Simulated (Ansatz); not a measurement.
**BGeHO (singlet): from Hartree-Fock to the top rungs, cc-pVDZ**

The task here is to estimate one member of a computed series from the others.

Program: Ansatz 0.2.0, Gaussian basis. Level of theory: cc-pVDZ, core rule «outside noble gas», up to 16 orbitals frozen. These are calculated values, not measurements.

Plan: UHF; CCSD(T) on RHF; CCSD(T) on UHF; BCCD(T) on RHF; CISD; CCSDT(Q) on RHF; CCSDT(Q) on UHF; CASSCF and MRCISD+Q, 8 electrons in 8 orbitals; CASSCF and MRCISD+Q(relaxed), 8 electrons in 8 orbitals; CASSCF and NEVPT2, 8 electrons in 8 orbitals.

18 further runs of the same task are left out: 7 that didn't finish, 11 set aside as unsound or not needed.

## The geometry

The geometry is a PBE0/def2-TZVP stationary point (not a proven minimum) of the parent state, kept for this charge and spin. No spin-orbit coupling is included. The filled d shell of Ge may be among the frozen orbitals whatever the setting's name suggests; the logs give the count.

4 atoms, charge 0, spin multiplicity 1.

Atoms are counted from 1 here; the program's logs count them from 0.

Bond lengths: B1–Ge2 1.881 Å, B1–H4 1.179 Å, Ge2–O3 1.621 Å. Angles: Ge2–B1–H4 147.6°, B1–Ge2–O3 164.6°.

The first run:

in.yaml reads:

```yaml
crystal:
  periodic: [false, false, false]
  atoms:
    - {symbol: B, position_ang: [0.000000, -0.238269, 1.884941]}
    - {symbol: Ge, position_ang: [0.000000, 0.058641, 0.027161]}
    - {symbol: O, position_ang: [0.000000, -0.119633, -1.583969]}
    - {symbol: H, position_ang: [0.000000, 0.228485, 2.967944]}
basis:
  gaussian: {orbitals: cc-pVDZ}
magnetization: {spin_polarized: true, initial_magnetization: 0}
hamiltonian: {xc: hf}
output: {orbitals: {seedname: orbitals}}
```

Run with:

```sh
ansatz run in.yaml --threads 1 --pin off --events-out ev --progress --plain --max-ram 2393MiB
```

Among the steps run: UHF; CCSD(T) on RHF; CCSD(T) on UHF; BCCD(T) on RHF; CISD; CCSDT(Q) on RHF; CCSDT(Q) on UHF; CASSCF and MRCISD+Q, 8 electrons in 8 orbitals; CASSCF and MRCISD+Q(relaxed), 8 electrons in 8 orbitals; CASSCF and NEVPT2, 8 electrons in 8 orbitals.

One of the session's tables, all rows but one given; the rest of the session is left out.

| method | from RCCSDT(Q) (meV) |
| --- | --- |
| RHF | +10826.7 |
| UHF | +10063.3 |
| RMP2 | +1133.5 |
| UMP2 | +804.0 |
| RCCSD | +665.0 |
| UCCSD | ? |
| RCCSD(T) | +152.4 |
| UCCSD(T) | -160.8 |
| BCCD(T) | +142.3 |
| RCCSDT | +97.1 |
| UCCSDT | -326.4 |
| RCCSDT(Q) | 0 |
| UCCSDT(Q) | -487.3 |

Estimate the missing values for UCCSD.

The run gave: from RCCSDT(Q) (meV): +328.3. In the column «from RCCSDT(Q) (meV)» it lies between RCCSD(T) (+152.4) and RCCSD (+665.0).

Not comparable, so not listed: CISD (they don't share determinant, frozen orbitals or solution with the rows shown, or repeat one).

To keep in mind: The determinant is far from a pure spin state, so its energy mixes those of several spin states (harmless only where they are near-degenerate, as at dissociation). Left out of the table: CASSCF frontier, NEVPT2 frontier, MRCISD frontier, MRCISD+Q frontier (the active space lost an orbital or holds another state than full CI finds). Left out of the table: MRCISD+Q(relaxed) frontier (another determinant or state than the rows shown). The program flags UCCSD(T), UCCSDT(Q) as in doubt, so those rows may rest on another solution; read them beside their warnings. Warnings: restricted reference is unstable; spin contamination; large T1 diagnostic. Restricted and unrestricted rows rest on different reference determinants; where their highest levels disagree by more than a few hundredths of an eV, they describe different states and don't form one ladder. Warnings in the runs' records: passed over end.
